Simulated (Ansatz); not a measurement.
# ClFGeH₇NSi₂: up Jacob's ladder to CCSD(T)

One table from this session's results is given with a row withheld; the runs are named, their logs left out.

The runs use Ansatz 0.2.0, Gaussian basis; functionals in def2-TZVPP, the program's frozen cores in correlated methods.

Levels to be run: LDA (SPW92), PBE-D4, revPBE-D4, BLYP-D4, r2SCAN-D4, B97M-V, PBE0-D4, B3LYP-D4, r2SCANh-D4, r2SCAN0-D4, HSE06-D4, BHLYP-D4, CAM-B3LYP-D4, LC-ωPBE, ωB97X-V, ωB97M-V, B2PLYP, PBE-QIDH; CCSD(T)/def2-SVP; CCSD(T)/def2-TZVPP; MP2/def2-QZVPP; extrapolation to the limit; RPA on PBE.

## The relaxed structure

The geometry comes from an earlier relaxation with PBE0-D4 in a triple-zeta def2 set; it is a stationary point, not always the lowest conformer.

13 atoms, charge 0, spin multiplicity 1.

Atoms are counted from 1 here; the program's logs count them from 0.

Bond lengths: F1–Ge2 1.730 Å, Ge2–Cl3 2.135 Å, Ge2–N4 1.810 Å, Ge2–H7 1.525 Å, N4–Si5 1.747 Å, N4–Si6 1.739 Å, Si5–H8 1.488 Å, Si5–H9 1.483 Å, Si5–H10 1.483 Å, Si6–H11 1.485 Å, Si6–H12 1.485 Å, Si6–H13 1.489 Å. Angles: F1–Ge2–Cl3 106.0°, F1–Ge2–N4 104.1°, F1–Ge2–H7 109.4°, Cl3–Ge2–N4 111.4°, Cl3–Ge2–H7 109.4°, N4–Ge2–H7 115.9°, Ge2–N4–Si5 120.5°, Ge2–N4–Si6 119.1°, Si5–N4–Si6 120.2°, N4–Si5–H8 105.3°, N4–Si5–H9 111.6°, N4–Si5–H10 111.4°, H8–Si5–H9 109.3°, H8–Si5–H10 109.6°, H9–Si5–H10 109.5°, N4–Si6–H11 110.6°, N4–Si6–H12 111.9°, N4–Si6–H13 106.7° and more.

The first run:

Input file in.yaml:

```yaml
crystal:
  periodic: [false, false, false]
  atoms:
    - {symbol: F, position_ang: [2.063480, 0.671243, 1.707920]}
    - {symbol: Ge, position_ang: [1.488615, 0.936637, 0.098314]}
    - {symbol: Cl, position_ang: [0.971994, 3.005379, -0.008787]}
    - {symbol: N, position_ang: [0.022747, -0.117564, -0.026789]}
    - {symbol: Si, position_ang: [-0.697722, -0.805993, 1.407965]}
    - {symbol: Si, position_ang: [-0.758572, -0.298383, -1.569991]}
    - {symbol: H, position_ang: [2.608270, 0.641093, -0.893597]}
    - {symbol: H, position_ang: [-1.965256, -1.435388, 0.948921]}
    - {symbol: H, position_ang: [0.174162, -1.841920, 2.012868]}
    - {symbol: H, position_ang: [-0.997322, 0.238688, 2.417127]}
    - {symbol: H, position_ang: [-0.939188, -1.735040, -1.899242]}
    - {symbol: H, position_ang: [-2.083977, 0.369822, -1.600959]}
    - {symbol: H, position_ang: [0.133268, 0.336527, -2.579050]}
basis:
  gaussian: {orbitals: def2-TZVPP}
hamiltonian: {xc: lda}
output: {orbitals: {seedname: orbitals}}
```

Started as:

```
$ ansatz run in.yaml --threads 2 --pin off --events-out ev --progress --plain --max-ram 32768MiB --backend cuda --devices 0, --max-vram 18GiB
```

Steps of the session up to this table: LDA; PBE-D4 (GGA); revPBE-D4 (GGA); BLYP-D4 (GGA); r2SCAN-D4 (meta-GGA); B97M-V (meta-GGA); B3LYP-D4 (hybrid); r2SCANh-D4 (hybrid); r2SCAN0-D4 (hybrid); HSE06-D4 (hybrid); BHLYP-D4 (hybrid); CAM-B3LYP-D4 (range-separated); LC-ωPBE (range-separated); ωB97X-V (range-separated); ωB97M-V (range-separated); B2PLYP (double hybrid); PBE-QIDH (double hybrid).

One of the session's tables, all rows but one given; the rest of the session is left out.

It belongs to the step «Orbital energies across the functionals». 

| functional | HOMO (eV) | gap (eV) |
| --- | --- | --- |
| LDA (SPW92) | -6.86 | 5.02 |
| PBE-D4 | -6.77 | 5.20 |
| revPBE-D4 | -6.74 | 5.28 |
| BLYP-D4 | -6.65 | 5.18 |
| r2SCAN-D4 | -7.09 | 5.83 |
| B97M-V | ? | ? |
| PBE0-D4 | -8.09 | 7.46 |
| B3LYP-D4 | -7.87 | 7.00 |
| r2SCANh-D4 | -7.58 | 6.64 |
| r2SCAN0-D4 | -8.31 | 7.86 |
| HSE06-D4 | -7.70 | 6.69 |
| BHLYP-D4 | -9.33 | 9.70 |
| CAM-B3LYP-D4 | -9.43 | 9.87 |
| LC-ωPBE | -10.79 | 12.41 |
| ωB97X-V | -10.45 | 11.94 |
| ωB97M-V | -10.33 | 11.53 |

Q: Estimate the row for B97M-V from the others.

**Answer.** HOMO (eV): -7.25; gap (eV): 5.85. In the column «HOMO (eV)» it lies between r2SCANh-D4 (-7.58) and r2SCAN-D4 (-7.09).
